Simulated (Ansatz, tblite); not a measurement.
**SnMeH3 (CH6Sn): rung by rung**

How do method and basis change the picture of SnMeH3 (CH6Sn) (singlet)?

Program: Ansatz 0.2.0, Gaussian basis. Level of theory: as each input shows. These are calculated values, not measurements.

Plan: GFN1-xTB, GFN2-xTB, PBE-D4/def2-TZVP, r2SCAN-D4/def2-TZVP, ωB97M-V/def2-TZVP, B3LYP-D4/def2-TZVP, r2SCANh-D4/def2-TZVP, ωB97X-V/def2-TZVP, HF/def2-TZVP, revPBE-D4/def2-TZVP, B2PLYP/def2-TZVP, PBE-D4/def2-SVP, PBE0-D4/def2-SVP, PBE0-D4/def2-TZVPD, PBE-D4/def2-TZVPD, r2SCAN-D4/def2-TZVPD, CCSD(T)/def2-TZVPP, MP2/def2-TZVP, RPA/def2-TZVP, CCSD(T)/def2-TZVPD.

1 further run of the same task is left out (set aside as unsound or not needed).

## (1) The geometry

The singlet was relaxed beforehand with PBE-D4/def2-TZVP.

8 atoms, charge 0, spin multiplicity 1.

Bond lengths: Sn1–C2 2.159 Å, Sn1–H6 1.722 Å, Sn1–H7 1.722 Å, Sn1–H8 1.722 Å, C2–H3 1.097 Å, C2–H4 1.097 Å, C2–H5 1.097 Å. Angles: C2–Sn1–H6 110.1°, C2–Sn1–H7 110.1°, C2–Sn1–H8 110.1°, H6–Sn1–H7 108.8°, H6–Sn1–H8 108.8°, H7–Sn1–H8 108.8°, Sn1–C2–H3 109.8°, Sn1–C2–H4 109.8°, Sn1–C2–H5 109.8°, H3–C2–H4 109.2°, H3–C2–H5 109.2°, H4–C2–H5 109.2°.

Sn takes a core potential in the def2 sets. No spin-orbit coupling is included.

PBE0-D4/def2-TZVP was run before; its log isn't repeated, and its numbers join the tables.

## (2) GFN1-xTB

Tight binding, by tblite at 300 K electronic temperature and without a spin-polarisation term:

```python
tblite.interface.Calculator('GFN1-xTB', numbers, positions, charge=0, uhf=0).singlepoint()
```

Energy -212.5862 eV, HOMO -12.02 eV, LUMO -5.21 eV; 0.005 s.

## (3) GFN2-xTB

Tight binding, by tblite at 300 K electronic temperature and without a spin-polarisation term:

```python
tblite.interface.Calculator('GFN2-xTB', numbers, positions, charge=0, uhf=0).singlepoint()
```

Energy -197.3802 eV, HOMO -11.50 eV, LUMO -4.99 eV; 0.002 s.

## (4) PBE-D4/def2-TZVP

start.molden holds the orbitals of an earlier run on this state, given as this run's starting guess.

File in.yaml:

```yaml
crystal:
  periodic: [false, false, false]
  atoms:
    - {symbol: Sn, position_ang: [-0.001752, 0.003395, -0.996671]}
    - {symbol: C, position_ang: [0.002043, -0.003982, 1.162335]}
    - {symbol: H, position_ang: [-1.028668, 0.031022, 1.535443]}
    - {symbol: H, position_ang: [0.549809, 0.869826, 1.535441]}
    - {symbol: H, position_ang: [0.486999, -0.916576, 1.529463]}
    - {symbol: H, position_ang: [1.614160, -0.027114, -1.591683]}
    - {symbol: H, position_ang: [-0.783099, 1.422056, -1.582375]}
    - {symbol: H, position_ang: [-0.839503, -1.378616, -1.591953]}
basis:
  gaussian: {orbitals: def2-TZVP, initial_orbitals: start.molden}
hamiltonian: {xc: pbe, dispersion: d4}
scf: {omitted_lower_state_checks: [starts]}
output: {forces: true, orbitals: {seedname: orbitals}}
```

Started as:

```sh
ansatz run in.yaml --threads 2 --pin off --events-out ev --progress --plain --max-ram 32768MiB --backend cpu
```

After this run come: r2SCAN-D4/def2-TZVP; ωB97M-V/def2-TZVP; B3LYP-D4/def2-TZVP; r2SCANh-D4/def2-TZVP; ωB97X-V/def2-TZVP; HF/def2-TZVP; revPBE-D4/def2-TZVP; B2PLYP/def2-TZVP; PBE-D4/def2-SVP; PBE0-D4/def2-SVP; PBE0-D4/def2-TZVPD; PBE-D4/def2-TZVPD; r2SCAN-D4/def2-TZVPD; CCSD(T)/def2-TZVPP; MP2/def2-TZVP; RPA/def2-TZVP; CCSD(T)/def2-TZVPD.

Q: Predict the results of all the runs planned. Wanted: gap in def2-TZVP, named functionals and Hartree-Fock, smallest and largest; correlation energy, CCSD(T)/def2-TZVPP; correlation energy, MP2/def2-TZVP; correlation energy, CCSD(T)/def2-TZVPD; binding an atom, CCSD(T)/def2-TZVPP; PBE0 total energy, smallest basis above largest.

**Answer**, as computed:

| quantity | value |
| --- | --- |
| gap in def2-TZVP, named functionals and Hartree-Fock, smallest and largest | 6.71 eV (PBE-D4), 13.55 eV (HF) |
| correlation energy, CCSD(T)/def2-TZVPP | -15.51 eV |
| correlation energy, MP2/def2-TZVP | -13.81 eV |
| correlation energy, CCSD(T)/def2-TZVPD | -15.16 eV |
| binding an atom, CCSD(T)/def2-TZVPP | 3.003 eV |
| PBE0 total energy, smallest basis above largest | 1.50 eV (def2-SVP, def2-TZVPD) |

What this shows: Orbital gaps of the named functionals and Hartree-Fock in def2-TZVP span 6.71 eV (PBE-D4) to 13.55 eV (HF); exact exchange widens it. The functionals in def2-TZVP miss CCSD(T)/def2-TZVPP by -0.033 (revPBE-D4) to +0.054 eV (ωB97X-V) an atom. The reference is CCSD(T) in one finite basis, so it carries an error of its own, often a tenth of an eV or more, and near misses can't be ranked.
